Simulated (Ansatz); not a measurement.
# Co (Cobalt): the cost of one run

Program: the Python package of Ansatz 0.2.0. Level of theory: DFT revPBE, plane waves, PAW. These are calculated values, not measurements.

### 1 The structure

Symmetry: P6_3/mmc, No. 194, hexagonal system. Conventional cell: a = 2.507 Å, b = 2.507 Å, c = 4.070 Å, α = 90.00°, β = 90.00°, γ = 120.00°. Around Co (site symmetry -6m2) lie 12 Co at 2.50 to 2.51 Å.

The script holds or builds the structure itself.

### 2 The script

Contents of run_eos.py:

```python
"""Bulk modulus of Co from an E(V) curve."""

import ansatz as az
from ase.eos import EquationOfState
from ase.units import GPa
import numpy as np

FUNCTIONAL = "revpbe"
ECUT = 630
FILLING = "Fermi-Dirac"
WIDTH_EV = 0.3
EXTRA_BANDS = 12
KMESH = (13, 13, 7)

VECTORS = np.array([
    [2.5074, 0.0, 0.0],
    [-1.2537, 2.171472, 0.0],
    [0.0, 0.0, 4.0699],
])
SITES = [
    ("Co", [1 / 3, 2 / 3, 0.25], 3.2),
    ("Co", [2 / 3, 1 / 3, 0.75], 3.2),
]


def make_crystal(cell):
    crystal = az.Crystal(lattice=az.Lattice.of(cell))
    for symbol, position, moment in SITES:
        crystal = crystal.atom(symbol, position, moment=moment or None)
    return crystal

# uniform scaling of the cell
volumes, energies = [], []
for scale in np.linspace(0.9, 1.1, 9):
    cell = VECTORS * scale ** (1 / 3)
    base = (
        make_crystal(cell).calculation()
        .functional(FUNCTIONAL)
        .basis(ECUT, xc_grid=3)
        .occupations(FILLING, width=WIDTH_EV)
        .spin("collinear")
        .scf(extra_bands=EXTRA_BANDS)
        .kpoints(*KMESH)
    )
    summary = base.run().report
    volumes.append(abs(np.linalg.det(cell)) / len(SITES))
    energies.append(summary["free_energy_ev"] / len(SITES))
    print(f"V = {volumes[-1]:8.4f} A^3/atom  F = {energies[-1]:.5f} eV/atom")

eos = EquationOfState(volumes, energies, eos="vinet")
v0, e0, bulk = eos.fit()
print(f"V0 = {v0:.4f} A^3/atom, E0 = {e0:.5f} eV/atom, B = {bulk / GPa:.1f} GPa")
```

### 3 The calls as engine input

The package turns the script's settings into the engine's input (first run):

```yaml
crystal:
  lattice:
    - [2.420868082960156, 0.0, 0.0]
    - [-1.210434041480078, 2.096533164968356, 0.0]
    - [0.0, 0.0, 3.929445246406452]
  atoms:
    - { symbol: Co, position: [0.3333333333333333, 0.6666666666666666, 0.25], spin: 3.2 }
    - { symbol: Co, position: [0.6666666666666666, 0.3333333333333333, 0.75], spin: 3.2 }
basis:
  ecutwfc: 630.0
  xc_grid: 3
kpoints:
  mp_grid:
    grid: [13, 13, 7]
hamiltonian:
  xc: revpbe
magnetization:
  spin_polarized: true
scf:
  n_extra_bands: 12
  occupations:
    method: fermi_dirac
    width: 0.3
```

### 4 Launch

On the command line:

```bash
python run_eos.py
```

Q: Estimate wall time and peak memory on 1 thread of Arm Neoverse V2, shared host.

About 1.7 min, with a peak of 0.53 GiB.
